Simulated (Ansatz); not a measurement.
# B2As: the cost of one run

Program: Ansatz 0.2.0. Level of theory: DFT PBE, scalar-relativistic, plane waves, PAW. These are calculated values, not measurements.

## Step 1: The system as given

It takes space group Fd-3m (No. 227, cubic). Conventional cell: a = 6.482 Å, b = 6.482 Å, c = 6.482 Å, α = 90.00°, β = 90.00°, γ = 90.00°. Around B (site symmetry -3m) lie 6 B at 2.29 Å. As (site symmetry -43m) is surrounded by 12 B at 2.69 Å and 4 As at 2.81 Å.

As a file:

```
B As
1.0
     0.00000    3.24098    3.24098
     3.24098    0.00000    3.24098
     3.24098    3.24098    0.00000
B As
4 2
Direct
  0.62500 0.62500 0.62500
  0.12500 0.62500 0.62500
  0.62500 0.62500 0.12500
  0.62500 0.12500 0.62500
  0.00000 0.00000 0.00000
  0.25000 0.25000 0.25000
```

This is candidate A: cubic Laves (C15) type (Fd-3m, No. 227).

(A quick probe on a coarse mesh, which set the mesh and smearing, is not shown.)

## Step 3: A loose first relaxation (candidate A)

input.yaml

```yaml
crystal:
  lattice:
    - [0.0, 3.2409810165, 3.2409810165]
    - [3.2409810165, 0.0, 3.2409810165]
    - [3.2409810165, 3.2409810165, 0.0]
  atoms:
    - { symbol: B, position: [0.625, 0.625, 0.625] }
    - { symbol: B, position: [0.125, 0.625, 0.625] }
    - { symbol: B, position: [0.625, 0.625, 0.125] }
    - { symbol: B, position: [0.625, 0.125, 0.625] }
    - { symbol: As, position: [0.0, 0.0, 0.0] }
    - { symbol: As, position: [0.25, 0.25, 0.25] }
basis:
  ecutwfc: 420
kpoints:
  mp_grid: { grid: [4, 4, 4] }
hamiltonian:
  xc: pbe
scf:
  occupations: { method: gaussian, width: 0.1 }
  lower_state_search: "off"
output:
  forces: true
  stress: true
  eigenvalues: true
relax:
  adjacent_minimum: "off"
  f_tol: 0.04
  max_steps: 70
  cell: { stress_tol: 0.4 }
```

Command:

```bash
> ansatz run input.yaml --threads 1 --pin off --max-ram 2560MiB --backend cpu --events-out ev --progress --plain --runs-dir out
```

**Question.** How long does this run take on 1 thread of Intel Xeon 6975P-C (Granite Rapids), shared host, and how much memory does it need?

About 3.3 s, with a peak of 0.37 GiB.
